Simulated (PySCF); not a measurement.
# CH5AsGeN2: the cost of one run

The runs use PySCF 2.14.0, with density-fitted response routines of our own; the level of theory stands in each step. All values are computed, except where a source is named. Atoms are numbered from 0 throughout.

### 1 The molecule as given

10 atoms, charge 0, multiplicity 1; geometry from: PBE0-D3(BJ)/def2-SVP.

Bonds of the start (Å): N0–C1 1.16, C1–Ge2 1.93, Ge2–N3 1.83, Ge2–As4 2.42, Ge2–H5 1.54, N3–H6 1.02, N3–H7 1.02, As4–H8 1.52, As4–H9 1.52.

### 2 Core-electron binding energies: SCAN, X2C

What the job is given:

```
{"job": {"kind": "xps"}, "charge": 0, "multiplicity": 1}
N     -0.156985     2.818386    -0.800476
C     -0.170699     1.666356    -0.666011
Ge    -0.155540    -0.251705    -0.433158
N     -1.566316    -0.570279     0.683299
As     1.852018    -0.996794     0.683884
H     -0.245341    -0.834259    -1.860593
H     -1.695129    -1.546445     0.935865
H     -2.454299    -0.182881     0.373946
H      1.919499     0.289706     1.495617
H      2.722032    -0.423498    -0.429072
```

Level: delta-SCF UKS SCAN, pcX-2 on the ionised atom, pcseg-1 elsewhere, spin-free X2C.

Command:

```sh
$ OMP_NUM_THREADS=1 python probes_run.py task.json out
```

This one command runs all jobs of the session in turn.

Q: Estimate the wall time and peak memory of this first job on 1 thread of Arm Neoverse N1, shared host.

About 30 s, with a peak of 0.48 GiB.
